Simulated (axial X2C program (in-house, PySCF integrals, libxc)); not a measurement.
# MoO⁻: properties at the nuclei

Wanted for MoO⁻: properties at the nuclei, at the two-component level.

Program: an in-house X2C program for linear molecules on PySCF integrals. Level of theory: two-component X2C with atomic mean-field terms, Mo dyall-acv3z, O dyall-av3z. These are calculated values, not measurements.

## (1) Set-up

task.json

```json
{"zs": [42, 8], "q": -1, "bas": ["dyall-acv3z", "dyall-av3z"], "r0": 1.78, "levels": ["PBE0", "HF", "BHandHLYP", "TPSSh", "PBE50"], "nst": 3}
```

Keys: zs atomic numbers; q charge; bas basis sets; r0 starting distance in Å; levels methods (HF also brings MP2); nst determinants followed.

Launch:

```bash
$ python soeom.py task.json out
```

After this run come: Expectation values, lowest determinant; Expectation values, a higher determinant; Expectation values, a higher determinant.

**Question.** What will these runs give? Wanted: lowest determinant; Eeff magnitude; Ws magnitude Mo; A∥/gI Mo; qzz Mo; higher determinant (for each run or level that gives them).

As calculated:

```
                                        quantity                                                        value
                              lowest determinant                      Ω = 5/2 (excess of +ω over −ω: ω = 5/2)
                    Eeff magnitude (GV/cm), PBE0                                                         1.55
                     Ws magnitude Mo (kHz), PBE0                                                        0.427
                            A∥/gI Mo (MHz), PBE0                                                          497
                             qzz Mo (a.u.), PBE0                                                         0.52
                              higher determinant  Ω = 1/2 (excess of +ω over −ω: ω = -1/2, ω = -3/2, ω = 5/2)
Eeff magnitude (GV/cm), PBE0, higher determinant                                                          1.4
 Ws magnitude Mo (kHz), PBE0, higher determinant                                                          1.1
        A∥/gI Mo (MHz), PBE0, higher determinant                                                          -14
         qzz Mo (a.u.), PBE0, higher determinant                                                         0.01
                              higher determinant   Ω = 3/2 (excess of +ω over −ω: ω = 1/2, ω = -3/2, ω = 5/2)
Eeff magnitude (GV/cm), PBE0, higher determinant                                                        0.773
 Ws magnitude Mo (kHz), PBE0, higher determinant                                                       0.0811
        A∥/gI Mo (MHz), PBE0, higher determinant                                                          988
         qzz Mo (a.u.), PBE0, higher determinant                                                        -1.61
```

In the first state, the effective field runs from 1.44 to 2.96 GV/cm over the mean-field levels, so the levels don't agree on it. The expectation values come from single determinants, which for open shells can mix terms of unlike spin or miss the lowest Ω, so a determinant need not be a state. Eeff is the effective electric field on the electron dipole moment in this Ω state and Ws the scalar–pseudoscalar constant (defined with the proton number Z and per Ω); A∥ is the parallel hyperfine constant, which follows by multiplying with the nuclear g factor gI = μI/(I μN); qzz is the electric field gradient, eQq0 = 234.96 MHz × Q/barn × qzz. The operators were transformed with the bare-nucleus X2C matrices.
